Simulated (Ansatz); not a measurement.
# CH₃AlBF: taking an electron away

How much energy removes an electron from CH₃AlBF at fixed geometry? The cation is run at each level and the neutral's energy taken from earlier runs.

Method: unrestricted cation, the program's frozen cores in correlated methods; program: Ansatz 0.2.0, Gaussian basis.

Levels to be run: UKS PBE-D4/def2-TZVPP; UKS r2SCAN-D4/def2-TZVPP; UKS PBE0-D4/def2-TZVPP; UKS B3LYP-D4/def2-TZVPP; UKS wB97X-V/def2-TZVPP; UKS wB97M-V/def2-TZVPP; UKS B2PLYP/def2-TZVPP; UHF-CCSD(T)/def2-TZVPP; UHF-MP2/def2-QZVPP; extrapolation to the limit; then −ε(HOMO) from the neutral's earlier runs with LDA (SPW92), PBE-D4, revPBE-D4, BLYP-D4, r2SCAN-D4, B97M-V, PBE0-D4, B3LYP-D4, r2SCANh-D4, r2SCAN0-D4, HSE06-D4, BHLYP-D4, CAM-B3LYP-D4, LC-ωPBE, ωB97X-V, ωB97M-V.

## 1. The relaxed structure

All runs share one geometry, relaxed beforehand with PBE0-D4 in a triple-zeta def2 set.

7 atoms, charge 0, spin multiplicity 1.

Atoms are counted from 1 here; the program's logs count them from 0.

Bond lengths: F1–B2 1.324 Å, B2–C3 1.478 Å, B2–Al4 1.978 Å, C3–Al4 2.096 Å, C3–H5 1.110 Å, C3–H6 1.090 Å, Al4–H7 1.586 Å. Angles: F1–B2–C3 131.5°, F1–B2–Al4 149.4°, C3–B2–Al4 73.1°, B2–C3–Al4 64.5°, B2–C3–H5 123.2°, B2–C3–H6 127.0°, Al4–C3–H5 69.1°, Al4–C3–H6 160.0°, H5–C3–H6 107.6°, B2–Al4–C3 42.4°, B2–Al4–H7 163.3°, C3–Al4–H7 121.5°.

As a file:

```xyz
7
charge 0, multiplicity 1
F    -0.81797   -1.96480    1.15155
B    -0.36307   -1.03105    0.32986
C     0.50024    0.14445    0.56652
Al   -0.68735    0.23113   -1.15882
H     1.02373    0.68706   -0.24789
H     0.96072    0.44129    1.50878
H    -0.55511    1.42392   -2.19549
```

## 2. Cation, UKS PBE-D4/def2-TZVPP

Contents of in.yaml:

```yaml
crystal:
  periodic: [false, false, false]
  atoms:
    - {symbol: F, position_ang: [-0.817965, -1.964801, 1.151545]}
    - {symbol: B, position_ang: [-0.363069, -1.031049, 0.329859]}
    - {symbol: C, position_ang: [0.500238, 0.144448, 0.566516]}
    - {symbol: Al, position_ang: [-0.687351, 0.231133, -1.158816]}
    - {symbol: H, position_ang: [1.023733, 0.687062, -0.247890]}
    - {symbol: H, position_ang: [0.960724, 0.441293, 1.508779]}
    - {symbol: H, position_ang: [-0.555111, 1.423915, -2.195492]}
basis:
  gaussian: {orbitals: def2-TZVPP}
total_charge: 1
magnetization: {spin_polarized: true, initial_magnetization: 1}
hamiltonian: {xc: pbe, dispersion: d4}
```

On the command line:

```bash
$ ansatz run in.yaml --threads 2 --pin off --events-out ev --progress --plain --max-ram 4352MiB
```

The runs that follow: Cation, UKS r2SCAN-D4/def2-TZVPP; Cation, UKS PBE0-D4/def2-TZVPP; Cation, UKS B3LYP-D4/def2-TZVPP; Cation, UKS wB97X-V/def2-TZVPP; Cation, UKS wB97M-V/def2-TZVPP; Cation, UKS B2PLYP (frozen core)/def2-TZVPP; Cation, UHF-CCSD(T)/def2-TZVPP; Cation, UHF-MP2/def2-QZVPP.

Q: Predict the results of all the runs planned. Wanted: ionisation energy, CCSD(T)/def2-TZVPP; nearest functional by difference; nearest −ε(HOMO); −ε(HOMO) of PBE; T1 of the cation.

As calculated:

| quantity | value |
| --- | --- |
| ionisation energy, CCSD(T)/def2-TZVPP | 8.75 eV |
| nearest functional by difference | ωB97M-V (-0.01 eV) |
| nearest −ε(HOMO) | ωB97X-V (+0.01 eV) |
| −ε(HOMO) of PBE | 5.53 eV |
| T1 of the cation | 0.078 |

In words: Energy differences with functionals land within 0.20 eV of the reference. −ε(HOMO) of PBE misses by 3.2 eV, since self-interaction lifts the level. Among orbital estimates ωB97X-V comes nearest. Hartree-Fock falls 1.11 eV short, as the neutral has more correlation energy than the cation. The cation's T1 (from the report) is 0.078, above the customary mark of 0.045 for open shells, so the coupled-cluster value is less safe.
